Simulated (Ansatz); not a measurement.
Write a Python script for Ansatz 0.2.0, Python API that makes a breakdown of dispersion, smearing and cutoff terms of LuZn, space group Pm-3m. Settings (first run): PBEsol, PAW, cutoff 420 eV, 8×8×8 k-points, Gaussian smearing of 0.1 eV, D3BJ dispersion.

Input file `luzn.cif`:
```cif
data_LuZn
_cell_length_a 3.491000
_cell_length_b 3.491000
_cell_length_c 3.491000
_cell_angle_alpha 90.00000
_cell_angle_beta 90.00000
_cell_angle_gamma 90.00000
_symmetry_space_group_name_H-M 'P 1'
_symmetry_Int_Tables_number 1
loop_
_symmetry_equiv_pos_as_xyz
'x, y, z'
loop_
_atom_site_label
_atom_site_type_symbol
_atom_site_fract_x
_atom_site_fract_y
_atom_site_fract_z
Lu1 Lu    0.000000    0.000000    0.000000
Zn2 Zn    0.500000    0.500000    0.500000
```

`luzn.py`
```python
'''Dispersion, smearing and cutoff parts of the energy of LuZn.'''

import ansatz as az
from ase.io import read

atoms = read('luzn.cif')
xtal = az.Crystal.from_ase(atoms)

setup = (
    xtal.calculation()
    .kpoints(8, 8, 8, center='gamma')
    .occupations('gaussian', width=0.1)
)
with_term = setup.functional('pbesol', dispersion='d3bj').basis(420).cutoff_correction(670).run(threads=1, backend='cpu').report
without = setup.functional('pbesol').basis(420).run(threads=1, backend='cpu').report
finer = setup.functional('pbesol').basis(670).run(threads=1, backend='cpu').report
removed = az.free_energy_without(with_term, az.EnergyTerm.DISPERSION)
print(f'dispersion term            {with_term["components"]["e_disp"]:.5f} eV')
print(f'F less dispersion          {removed:.5f} eV, run without it {without["free_energy_ev"]:.5f} eV')
print(f'F less smearing term       {az.free_energy_without(without, az.EnergyTerm.SMEARING):.5f} eV')
print(f'estimated gain to 670 eV   {with_term["cutoff_correction"]["energy_ev"]:.5f} eV, found {finer["free_energy_ev"] - without["free_energy_ev"]:.5f} eV')
```

Output of `python luzn.py`:
```text
dispersion term            -0.77886 eV
F less dispersion          -17893.04143 eV, run without it -17893.04143 eV
F less smearing term       -17893.03147 eV
estimated gain to 670 eV   -0.00274 eV, found -0.00268 eV
```

What to keep in mind:
- Total energies depend on the potentials; only differences at equal settings carry meaning. A total without «per atom» is that of the whole cell that was run.
- Dispersion corrections can be off by several per cent in the lattices of metals, and by several GPa in the pressure at a fixed cell.
- The mesh is modest for a metal, so energies can be off by several to tens of meV an atom and pressures by half a GPa or more; differences at equal mesh fare better.
- The structure is a deposited one; some such entries were measured under pressure or heat, so a shift against it needn't be the functional's error alone.
- Finished in 8.9 s on 1 thread of Arm Neoverse V2 (shared host), peak memory 0.48 GiB.
